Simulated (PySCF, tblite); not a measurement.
# C4H4F3O+: a rotation path, then NMR shifts on frames

How do NMR shifts of C4H4F3O+ (`CC(F)(F)[C@@H](F)C#[O+]`) change as the atoms move?

Computed with tblite 0.8.0 and PySCF 2.14.0, with density-fitted response routines of our own, on a single molecule in the gas phase. Atoms count from 0, in the outputs and in this text.

## 1. The starting structure

12 atoms, charge 1, multiplicity 1; geometry from: GFN2-xTB.

Bonds of the start (Å): C0–C1 1.50, C1–F2 1.34, C1–F3 1.33, C1–C4 1.66, C4–F5 1.35, C4–C6 1.41, C6–O7 1.11, C0–H8 1.09, C0–H9 1.09, C0–H10 1.09, C4–H11 1.11.

## 2. A band between two rotamers with GFN2-xTB

Job settings and geometry (Å):

```
{"job": {"kind": "neb", "xc": "GFN2-xTB", "basis": "xTB", "atoms": [2, 1, 4, 5], "turn": 120}, "charge": 1, "multiplicity": 1}
C     -1.601694     0.048068    -0.169728
C     -0.213511     0.585983    -0.006417
F     -0.045458     1.334875     1.090735
F      0.195426     1.315096    -1.046476
C      0.870698    -0.660134     0.172981
F      0.635597    -1.584675    -0.780798
C      2.182253    -0.137855     0.119065
O      3.164247     0.383385     0.071586
H     -1.668007    -0.603672    -1.038814
H     -2.263060     0.903788    -0.331400
H     -1.928381    -0.478922     0.723158
H      0.673090    -1.106623     1.170080
```

Method: GFN2-xTB climbing-image nudged elastic band, gas phase.

The run is started by

```
OMP_NUM_THREADS=1 python probes_run.py task.json out
```

This one command runs all jobs of the session in turn.

Output:

```text
image   E - E0 / eV
  0      -0.0000
  1       0.0192
  2       0.0717
  3       0.1427
  4       0.2092
  5       0.2525
  6       0.2688
  7       0.2693
  8       0.2632
```

It took 1.6 s on 1 thread of Arm Neoverse V2, shared host; peak memory 0.18 GiB.

The final band, with the dihedral F2–C1–C4–F5:

| image | dihedral (°) | energy (eV) | energy (kcal/mol) |
| --- | --- | --- | --- |
| 0 | 171 | 0.000 | 0.0 |
| 1 | 185 | 0.019 | 0.4 |
| 2 | 200 | 0.072 | 1.7 |
| 3 | 216 | 0.143 | 3.3 |
| 4 | 232 | 0.209 | 4.8 |
| 5 | 248 | 0.253 | 5.8 |
| 6 | 264 | 0.269 | 6.2 |
| 7 | 280 | 0.269 | 6.2 |
| 8 | 293 | 0.263 | 6.1 |

## 3. Shielding tensors: image 0, PBE0/pcSseg-1

Job settings and geometry (Å):

```
{"job": {"kind": "nmr", "xc": "PBE0", "basis": "pcSseg-1", "pop": false}, "charge": 1, "multiplicity": 1}
C     -1.601700     0.048100    -0.169700
C     -0.213500     0.586000    -0.006400
F     -0.045500     1.334900     1.090700
F      0.195400     1.315100    -1.046500
C      0.870700    -0.660100     0.173000
F      0.635600    -1.584700    -0.780800
C      2.182300    -0.137900     0.119100
O      3.164200     0.383400     0.071600
H     -1.668000    -0.603700    -1.038800
H     -2.263100     0.903800    -0.331400
H     -1.928400    -0.478900     0.723200
H      0.673100    -1.106600     1.170100
```

Method: GIAO PBE0/pcSseg-1 NMR shielding, non-relativistic, gas phase.

Output:

```text
coarse grid: 11168 points
cycle   1  E = -528.3135053233  dE =  1.761e+00  |g| = 1.124e+00  |ddm| = 3.061e+00
cycle   2  E = -527.5406011320  dE =  7.729e-01  |g| = 2.408e+00  |ddm| = 1.992e+00
cycle   3  E = -528.5351504483  dE = -9.945e-01  |g| = 3.701e-01  |ddm| = 1.301e+00
cycle   4  E = -528.5577040889  dE = -2.255e-02  |g| = 1.065e-01  |ddm| = 2.360e-01
cycle   5  E = -528.5593744423  dE = -1.670e-03  |g| = 3.034e-02  |ddm| = 6.161e-02
cycle   6  E = -528.5595390250  dE = -1.646e-04  |g| = 5.682e-03  |ddm| = 2.496e-02
cycle   7  E = -528.5595448373  dE = -5.812e-06  |g| = 1.512e-03  |ddm| = 3.950e-03
final grid: 112344 points
cycle   8  E = -528.6374492025  dE = -1.817e-05  |g| = 1.539e-02  |ddm| = 2.584e-02
cycle   9  E = -528.6372813514  dE =  1.679e-04  |g| = 3.427e-02  |ddm| = 2.334e-02
cycle  10  E = -528.6374921515  dE = -2.108e-04  |g| = 2.714e-03  |ddm| = 1.614e-02
cycle  11  E = -528.6374936572  dE = -1.506e-06  |g| = 4.308e-04  |ddm| = 1.860e-03
cycle  12  E = -528.6374936811  dE = -2.398e-08  |g| = 1.762e-04  |ddm| = 3.393e-04
cycle  13  E = -528.6374936860  dE = -4.850e-09  |g| = 2.959e-05  |ddm| = 1.041e-04
cycle  14  E = -528.6374936862  dE = -1.774e-10  |g| = 8.770e-06  |ddm| = 3.185e-05
converged SCF energy = -528.6374936862

GIAO shielding tensors (ppm)
atom      isotropic    diamagn.    paramagn.     s11        s22        s33       span
  0 C      160.713     248.728     -88.015    142.444    150.975    188.720     46.276
  1 C       45.260     243.345    -198.085     26.080     43.803     65.898     39.818
  2 F      251.197     473.967    -222.770    178.887    276.696    298.008    119.121
  3 F      254.956     474.000    -219.044    182.698    265.092    317.078    134.380
  4 C      103.239     247.673    -144.434     75.102     97.121    137.494     62.392
  5 F      418.472     468.470     -49.998    376.373    393.196    485.847    109.474
  6 C       27.754     262.170    -234.416    -92.311    -80.481    256.053    348.365
  7 O      -61.802     394.689    -456.491   -257.659   -214.191    286.443    544.102
  8 H       28.740      28.014       0.726     24.588     27.798     33.834      9.247
  9 H       28.405      26.170       2.235     24.536     25.749     34.931     10.394
 10 H       29.373      27.988       1.385     25.504     26.762     35.854     10.350
 11 H       25.054      26.624      -1.570     22.861     24.237     28.064      5.204
```

It took 15 s on 1 thread of Arm Neoverse V2, shared host; peak memory 0.72 GiB.

The references, computed at this level on geometries of the same kind, shield at (ppm): 1H TMS 31.72, 13C TMS 186.9, 19F CFCl3 170.9, 17O H2O 336.1. Their shielding less the atom's gives the shift. The references are single molecules in the gas phase, so shifts against H2O, NH3, PH3, H3PO4 or CFCl3 are not on the usual liquid scales and can be off by tens of ppm. Each atom is listed at this fixed geometry, with no averaging over motion; a spectrum would average atoms that exchange fast.

| atoms | environment | σ (ppm) | δ (ppm) |
| --- | --- | --- | --- |
| C6 | acylium carbon | 27.8 | 159.2 |
| C1 | fully substituted sp3 carbon bonded to 2 F | 45.3 | 141.7 |
| C4 | sp3 CH bonded to F | 103.2 | 83.7 |
| C0 | methyl carbon | 160.7 | 26.2 |
| H11 | hydrogen on an sp3 CH bonded to F | 25.05 | 6.66 |
| H9 | hydrogen on a methyl carbon | 28.41 | 3.31 |
| H8 | hydrogen on a methyl carbon | 28.74 | 2.98 |
| H10 | hydrogen on a methyl carbon | 29.37 | 2.34 |
| F2 | fluorine of a CF2 group | 251.2 | -80.3 |
| F3 | fluorine of a CF2 group | 255.0 | -84.0 |
| F5 | fluorine on an sp3 carbon | 418.5 | -247.5 |
| O7 | oxygen bonded to C | -61.8 | 397.9 |

## 4. Nuclear shieldings: image 3, PBE0/pcSseg-1

Job settings and geometry (Å):

```
{"job": {"kind": "nmr", "xc": "PBE0", "basis": "pcSseg-1", "pop": false}, "charge": 1, "multiplicity": 1}
C     -1.592400     0.079400     0.061200
C     -0.211400     0.570300    -0.248600
F      0.183700     1.553000     0.579800
F     -0.045000     1.008100    -1.485300
C      0.901300    -0.673700    -0.078400
F      1.062900    -1.248600    -1.286600
C      2.097000    -0.158500     0.466800
O      2.962800     0.348900     0.947900
H     -1.870300    -0.746500    -0.588800
H     -2.288000     0.904400    -0.112600
H     -1.668900    -0.210200     1.106800
H      0.469500    -1.427200     0.611800
```

Level: GIAO PBE0/pcSseg-1 NMR shielding, non-relativistic, gas phase.

Output:

```text
coarse grid: 11168 points
cycle   1  E = -528.3079739915  dE =  1.768e+00  |g| = 1.125e+00  |ddm| = 3.046e+00
cycle   2  E = -527.5203257695  dE =  7.876e-01  |g| = 2.429e+00  |ddm| = 2.029e+00
cycle   3  E = -528.5323288864  dE = -1.012e+00  |g| = 3.588e-01  |ddm| = 1.319e+00
cycle   4  E = -528.5532189950  dE = -2.089e-02  |g| = 1.139e-01  |ddm| = 2.340e-01
cycle   5  E = -528.5551530440  dE = -1.934e-03  |g| = 3.164e-02  |ddm| = 6.526e-02
cycle   6  E = -528.5553294599  dE = -1.764e-04  |g| = 5.978e-03  |ddm| = 2.525e-02
cycle   7  E = -528.5553355788  dE = -6.119e-06  |g| = 1.768e-03  |ddm| = 4.155e-03
final grid: 112344 points
cycle   8  E = -528.6331002760  dE = -1.695e-05  |g| = 1.533e-02  |ddm| = 2.585e-02
cycle   9  E = -528.6329337189  dE =  1.666e-04  |g| = 3.419e-02  |ddm| = 2.308e-02
cycle  10  E = -528.6331425569  dE = -2.088e-04  |g| = 2.647e-03  |ddm| = 1.593e-02
cycle  11  E = -528.6331439670  dE = -1.410e-06  |g| = 4.323e-04  |ddm| = 1.803e-03
cycle  12  E = -528.6331439905  dE = -2.349e-08  |g| = 1.786e-04  |ddm| = 3.663e-04
cycle  13  E = -528.6331439955  dE = -5.007e-09  |g| = 3.081e-05  |ddm| = 1.156e-04
cycle  14  E = -528.6331439957  dE = -2.033e-10  |g| = 9.014e-06  |ddm| = 3.068e-05
converged SCF energy = -528.6331439957

GIAO shielding tensors (ppm)
atom      isotropic    diamagn.    paramagn.     s11        s22        s33       span
  0 C      157.191     250.518     -93.327    135.726    147.743    188.103     52.377
  1 C       50.081     241.242    -191.160     39.809     45.615     64.819     25.010
  2 F      263.244     474.477    -211.233    195.841    274.598    319.292    123.451
  3 F      241.605     471.662    -230.057    172.049    240.820    311.946    139.897
  4 C      103.483     249.260    -145.777     74.318     97.279    138.851     64.534
  5 F      415.573     466.449     -50.876    357.065    414.135    475.520    118.455
  6 C       29.629     262.711    -233.082    -90.965    -78.904    258.757    349.722
  7 O      -63.143     394.737    -457.880   -253.063   -213.138    276.773    529.836
  8 H       28.921      28.156       0.765     25.171     27.295     34.297      9.126
  9 H       28.458      26.386       2.071     24.599     25.772     35.001     10.402
 10 H       29.442      28.934       0.508     25.784     27.324     35.219      9.435
 11 H       24.954      27.402      -2.447     23.143     24.229     27.491      4.348
```

It took 14 s on 1 thread of Arm Neoverse V2, shared host; peak memory 0.8 GiB.

In short: δ C6 157.3, C1 136.8, C4 83.4, C0 29.7, H11 6.76, H9 3.26 ppm.

## 5. Nuclear shieldings: image 7, PBE0/pcSseg-1

Job settings and geometry (Å):

```
{"job": {"kind": "nmr", "xc": "PBE0", "basis": "pcSseg-1", "pop": false}, "charge": 1, "multiplicity": 1}
C     -1.436400     0.173800     0.344100
C     -0.250700     0.514900    -0.509600
F      0.295000     1.697000    -0.211400
F     -0.501700     0.505300    -1.807000
C      0.970900    -0.634600    -0.334200
F      1.737700    -0.610400    -1.444900
C      1.713500    -0.342000     0.825000
O      2.236800    -0.005900     1.749400
H     -1.841400    -0.798900     0.077100
H     -2.212200     0.920900     0.160500
H     -1.183700     0.201800     1.400900
H      0.473500    -1.622600    -0.275900
```

With the program's defaults for keys left out, this is: GIAO PBE0/pcSseg-1 NMR shielding, non-relativistic, gas phase.

Output:

```text
coarse grid: 11168 points
cycle   1  E = -528.3012503548  dE =  1.776e+00  |g| = 1.128e+00  |ddm| = 3.037e+00
cycle   2  E = -527.5096932475  dE =  7.916e-01  |g| = 2.442e+00  |ddm| = 2.017e+00
cycle   3  E = -528.5296539550  dE = -1.020e+00  |g| = 3.408e-01  |ddm| = 1.326e+00
cycle   4  E = -528.5480179828  dE = -1.836e-02  |g| = 1.256e-01  |ddm| = 2.303e-01
cycle   5  E = -528.5504184245  dE = -2.400e-03  |g| = 3.285e-02  |ddm| = 7.046e-02
cycle   6  E = -528.5506036230  dE = -1.852e-04  |g| = 6.256e-03  |ddm| = 2.459e-02
cycle   7  E = -528.5506099802  dE = -6.357e-06  |g| = 1.980e-03  |ddm| = 4.167e-03
final grid: 112344 points
cycle   8  E = -528.6298607791  dE = -2.312e-05  |g| = 1.538e-02  |ddm| = 2.363e-02
cycle   9  E = -528.6296944337  dE =  1.663e-04  |g| = 3.422e-02  |ddm| = 2.308e-02
cycle  10  E = -528.6299031299  dE = -2.087e-04  |g| = 2.669e-03  |ddm| = 1.602e-02
cycle  11  E = -528.6299045340  dE = -1.404e-06  |g| = 4.770e-04  |ddm| = 1.769e-03
cycle  12  E = -528.6299045618  dE = -2.781e-08  |g| = 1.921e-04  |ddm| = 4.122e-04
cycle  13  E = -528.6299045678  dE = -5.986e-09  |g| = 3.004e-05  |ddm| = 1.326e-04
cycle  14  E = -528.6299045680  dE = -1.914e-10  |g| = 8.490e-06  |ddm| = 2.876e-05
converged SCF energy = -528.6299045680

GIAO shielding tensors (ppm)
atom      isotropic    diamagn.    paramagn.     s11        s22        s33       span
  0 C      160.127     252.496     -92.369    140.642    151.945    187.794     47.152
  1 C       49.342     240.725    -191.383     41.447     44.738     61.841     20.394
  2 F      257.211     473.637    -216.426    171.526    281.053    319.054    147.528
  3 F      227.298     470.257    -242.959    159.679    238.088    284.127    124.448
  4 C      102.312     250.439    -148.127     73.610     98.085    135.242     61.632
  5 F      420.923     465.591     -44.668    378.376    395.824    488.569    110.193
  6 C       26.990     263.298    -236.308    -91.498    -80.264    252.733    344.231
  7 O      -63.287     395.069    -458.357   -253.617   -201.740    265.494    519.111
  8 H       29.466      29.046       0.420     25.761     27.206     35.430      9.669
  9 H       28.308      26.646       1.662     24.616     25.488     34.820     10.204
 10 H       29.616      30.161      -0.545     26.010     28.147     34.690      8.681
 11 H       25.018      27.389      -2.371     21.920     24.969     28.165      6.245
```

It took 14 s on 1 thread of Arm Neoverse V2, shared host; peak memory 0.8 GiB.

This run: δ C6 159.9, C1 137.6, C4 84.6, C0 26.8, H11 6.70, H9 3.41 ppm.

## 6. Shielding tensors: image 8, PBE0/pcSseg-1

Job settings and geometry (Å):

```
{"job": {"kind": "nmr", "xc": "PBE0", "basis": "pcSseg-1", "pop": false}, "charge": 1, "multiplicity": 1}
C     -1.422200     0.205200     0.383800
C     -0.273900     0.481900    -0.542300
F      0.261200     1.691900    -0.376000
F     -0.590600     0.349400    -1.822300
C      0.991900    -0.602600    -0.351700
F      1.839700    -0.412100    -1.389700
C      1.659600    -0.407300     0.872100
O      2.161600    -0.167700     1.837900
H     -1.845600    -0.780400     0.206700
H     -2.199800     0.943000     0.168200
H     -1.132800     0.313900     1.425900
H      0.552000    -1.616000    -0.438600
```

With the program's defaults for keys left out, this is: GIAO PBE0/pcSseg-1 NMR shielding, non-relativistic, gas phase.

Output:

```text
coarse grid: 11168 points
cycle   1  E = -528.3025936772  dE =  1.770e+00  |g| = 1.128e+00  |ddm| = 3.035e+00
cycle   2  E = -527.5147170120  dE =  7.879e-01  |g| = 2.438e+00  |ddm| = 2.040e+00
cycle   3  E = -528.5316324270  dE = -1.017e+00  |g| = 3.404e-01  |ddm| = 1.340e+00
cycle   4  E = -528.5499017665  dE = -1.827e-02  |g| = 1.270e-01  |ddm| = 2.319e-01
cycle   5  E = -528.5523694966  dE = -2.468e-03  |g| = 3.245e-02  |ddm| = 7.112e-02
cycle   6  E = -528.5525507617  dE = -1.813e-04  |g| = 6.202e-03  |ddm| = 2.447e-02
cycle   7  E = -528.5525570829  dE = -6.321e-06  |g| = 1.935e-03  |ddm| = 4.136e-03
final grid: 112344 points
cycle   8  E = -528.6305884363  dE = -1.749e-05  |g| = 1.558e-02  |ddm| = 2.456e-02
cycle   9  E = -528.6304163575  dE =  1.721e-04  |g| = 3.477e-02  |ddm| = 2.350e-02
cycle  10  E = -528.6306318192  dE = -2.155e-04  |g| = 2.653e-03  |ddm| = 1.630e-02
cycle  11  E = -528.6306331980  dE = -1.379e-06  |g| = 4.658e-04  |ddm| = 1.727e-03
cycle  12  E = -528.6306332247  dE = -2.670e-08  |g| = 1.814e-04  |ddm| = 4.091e-04
cycle  13  E = -528.6306332301  dE = -5.369e-09  |g| = 2.984e-05  |ddm| = 1.270e-04
cycle  14  E = -528.6306332303  dE = -1.862e-10  |g| = 8.387e-06  |ddm| = 2.820e-05
converged SCF energy = -528.6306332303

GIAO shielding tensors (ppm)
atom      isotropic    diamagn.    paramagn.     s11        s22        s33       span
  0 C      161.452     252.441     -90.989    142.610    153.085    188.661     46.051
  1 C       49.062     240.430    -191.368     40.737     45.830     60.618     19.880
  2 F      252.455     473.209    -220.754    167.501    277.031    312.833    145.332
  3 F      230.504     470.555    -240.050    153.019    254.898    283.596    130.577
  4 C      103.236     249.955    -146.720     74.862     98.751    136.095     61.233
  5 F      421.590     465.896     -44.307    387.294    395.202    482.272     94.978
  6 C       26.708     263.160    -236.451    -91.118    -80.738    251.980    343.098
  7 O      -62.863     395.014    -457.877   -249.277   -202.295    262.983    512.260
  8 H       29.419      29.028       0.391     25.746     27.091     35.421      9.676
  9 H       28.244      26.568       1.675     24.565     25.471     34.694     10.129
 10 H       29.697      30.168      -0.470     25.977     28.166     34.950      8.973
 11 H       24.985      27.133      -2.148     22.098     24.575     28.281      6.183
```

Wall time 14 s (1 thread of Arm Neoverse V2, shared host); peak memory 0.8 GiB.

In short: δ C6 160.2, C1 137.9, C4 83.7, C0 25.5, H11 6.73, H9 3.47 ppm.

## 7. Run by run: NMR shifts

Shifts (ppm) of some atoms, chosen among heavy atoms and hydrogens apart, with basis size and wall time:

| frame | C1 | C0 | H8 | H10 | F2 | F3 | F5 | functions | time |
| --- | --- | --- | --- | --- | --- | --- | --- | --- | --- |
| image 0 | 141.7 | 26.2 | 2.98 | 2.34 | -80.3 | -84.0 | -247.5 | 156 | 15 s |
| image 3 | 136.8 | 29.7 | 2.80 | 2.27 | -92.3 | -70.7 | -244.6 | 156 | 14 s |
| image 7 | 137.6 | 26.8 | 2.25 | 2.10 | -86.3 | -56.4 | -250.0 | 156 | 14 s |
| image 8 | 137.9 | 25.5 | 2.30 | 2.02 | -81.5 | -59.6 | -250.6 | 156 | 14 s |

## 8. Results

```
                                         quantity                               value
                                          barrier  0.269 eV (6.2 kcal/mol) at image 7
                            end to end (GFN2-xTB)                            0.263 eV
  13C shifts against TMS (PBE0/pcSseg-1, image 0)        159.2, 141.7, 83.7, 26.2 ppm
   1H shifts against TMS (PBE0/pcSseg-1, image 0)          6.66, 3.31, 2.98, 2.34 ppm
19F shifts against CFCl3 (PBE0/pcSseg-1, image 0)            -80.3, -84.0, -247.5 ppm
  17O shifts against H2O (PBE0/pcSseg-1, image 0)                           397.9 ppm
                         range of the shift of F3                  -84.0 to -56.4 ppm
```

In words: Along the band the dihedral turns by 123°, and the top (dihedral 280°) lies 6.2 kcal/mol above the start (GFN2-xTB, rough), so at room temperature this motion is fast. The top was not checked by a frequency run. Shifts at one fixed geometry are not the observed spectrum, which averages over the motion. In the first frame run (image 0): The largest span, 544 ppm, is at O7, where the paramagnetic term is -456 ppm. In ppm, F3 moves most: its shift spreads over 27.7 ppm, from -84.0 (image 0) to -56.4 (image 7).
